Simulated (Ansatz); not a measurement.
# Si41H16Cl4: the cost of one run

All numbers below are computed with Ansatz 0.2.0 (DFT PBE, plane waves, PAW, scalar-relativistic, no spin polarisation).

## Step 1: The structure to begin with

The cell holds 61 atoms (Cl4H16Si41): a = 7.679 Å, b = 15.358 Å, c = 21.256 Å, α = 90.00°, β = 90.00°, γ = 90.00°.

The coordinates stand in the first input below.

## Step 2: The run

500 steps of 0.5 fs at constant energy.

File input.yaml:

```yaml
accuracy: low
crystal:
  lattice:
    - [7.67918, 0.0, 0.0]
    - [0.0, 15.358359, 0.0]
    - [0.0, 0.0, 21.2555]
  atoms:
    - { symbol: H, position: [0.409392, 0.0, 0.0470466] }
    - { symbol: H, position: [0.090608, 0.0, 0.0470466] }
    - { symbol: H, position: [0.909392, 0.0, 0.0470466] }
    - { symbol: H, position: [0.590608, 0.0, 0.0470466] }
    - { symbol: H, position: [0.409392, 0.25, 0.0470466] }
    - { symbol: H, position: [0.090608, 0.25, 0.0470466] }
    - { symbol: H, position: [0.909392, 0.25, 0.0470466] }
    - { symbol: H, position: [0.590608, 0.25, 0.0470466] }
    - { symbol: H, position: [0.409392, 0.5, 0.0470466] }
    - { symbol: H, position: [0.090608, 0.5, 0.0470466] }
    - { symbol: H, position: [0.909392, 0.5, 0.0470466] }
    - { symbol: H, position: [0.590608, 0.5, 0.0470466] }
    - { symbol: H, position: [0.409392, 0.75, 0.0470466] }
    - { symbol: H, position: [0.090608, 0.75, 0.0470466] }
    - { symbol: H, position: [0.909392, 0.75, 0.0470466] }
    - { symbol: H, position: [0.590608, 0.75, 0.0470466] }
    - { symbol: Si, position: [0.25, 0.0, 0.0877655] }
    - { symbol: Si, position: [0.75, 0.0, 0.0877655] }
    - { symbol: Si, position: [0.25, 0.25, 0.0877655] }
    - { symbol: Si, position: [0.75, 0.25, 0.0877655] }
    - { symbol: Si, position: [0.25, 0.5, 0.0877655] }
    - { symbol: Si, position: [0.75, 0.5, 0.0877655] }
    - { symbol: Si, position: [0.25, 0.75, 0.0877655] }
    - { symbol: Si, position: [0.75, 0.75, 0.0877655] }
    - { symbol: Si, position: [0.25, 0.125, 0.1516313] }
    - { symbol: Si, position: [0.75, 0.125, 0.1516313] }
    - { symbol: Si, position: [0.25, 0.375, 0.1516313] }
    - { symbol: Si, position: [0.75, 0.375, 0.1516313] }
    - { symbol: Si, position: [0.25, 0.625, 0.1516313] }
    - { symbol: Si, position: [0.75, 0.625, 0.1516313] }
    - { symbol: Si, position: [0.25, 0.875, 0.1516313] }
    - { symbol: Si, position: [0.75, 0.875, 0.1516313] }
    - { symbol: Si, position: [0.0, 0.125, 0.2154972] }
    - { symbol: Si, position: [0.5, 0.125, 0.2154972] }
    - { symbol: Si, position: [0.0, 0.375, 0.2154972] }
    - { symbol: Si, position: [0.5, 0.375, 0.2154972] }
    - { symbol: Si, position: [0.0, 0.625, 0.2154972] }
    - { symbol: Si, position: [0.5, 0.625, 0.2154972] }
    - { symbol: Si, position: [0.0, 0.875, 0.2154972] }
    - { symbol: Si, position: [0.5, 0.875, 0.2154972] }
    - { symbol: Si, position: [0.0, 0.0, 0.279363] }
    - { symbol: Si, position: [0.5, 0.0, 0.279363] }
    - { symbol: Si, position: [0.0, 0.25, 0.279363] }
    - { symbol: Si, position: [0.5, 0.25, 0.279363] }
    - { symbol: Si, position: [0.0, 0.5, 0.279363] }
    - { symbol: Si, position: [0.5, 0.5, 0.279363] }
    - { symbol: Si, position: [0.0, 0.75, 0.279363] }
    - { symbol: Si, position: [0.5, 0.75, 0.279363] }
    - { symbol: Si, position: [0.25, 0.0484534, 0.3413469] }
    - { symbol: Si, position: [0.75, 0.0484534, 0.3413469] }
    - { symbol: Si, position: [0.25, 0.2015466, 0.3244102] }
    - { symbol: Si, position: [0.75, 0.2015466, 0.3244102] }
    - { symbol: Si, position: [0.25, 0.5484534, 0.3413469] }
    - { symbol: Si, position: [0.75, 0.5484534, 0.3413469] }
    - { symbol: Si, position: [0.25, 0.7015466, 0.3244102] }
    - { symbol: Si, position: [0.75, 0.7015466, 0.3244102] }
    - { symbol: Si, position: [0.0802374, 0.3279131, 0.5816998] }
    - { symbol: Cl, position: [-0.1476633, 0.2789421, 0.5500534] }
    - { symbol: Cl, position: [0.2788183, 0.2537687, 0.5500534] }
    - { symbol: Cl, position: [0.1093155, 0.4509765, 0.5500534] }
    - { symbol: Cl, position: [0.0802374, 0.3279131, 0.676734] }
basis:
  ecutwfc: 420.0
kpoints:
  mp_grid: { grid: [1, 1, 1] }
hamiltonian:
  xc: pbe
  pseudopotentials: { kind: paw, azcp: { folder: soft_1 } }
scf:
  occupations: { method: fermi_dirac, width: 0.02 }
  lower_state_search: "off"
md:
  timestep: 0.5
  n_steps: 500
  ensemble: nve
  initial_velocities: zero
  seed: 789458
  initial_site_velocities:
    - { site: 56, velocity: [0.0, 0.0, -0.047663] }
    - { site: 57, velocity: [0.0, 0.0, -0.047663] }
    - { site: 58, velocity: [0.0, 0.0, -0.047663] }
    - { site: 59, velocity: [0.0, 0.0, -0.047663] }
    - { site: 60, velocity: [0.0, 0.0, -0.047663] }
  constraints:
    - { sites: [0, 1, 2, 3, 4, 5, 6, 7, 8, 9, 10, 11, 12, 13, 14, 15, 16, 17, 18, 19, 20, 21, 22, 23] }
```

Started as:

```sh
> ansatz run input.yaml --threads 4 --pin off --max-ram 10240MiB --backend cpu --events-out ev --progress --plain --runs-dir out
```

**Question.** How long does this run take on 4 threads of Intel Xeon Platinum 8488C (Sapphire Rapids), shared host, and how much memory does it need?

About 42 min, with a peak of 2 GiB.
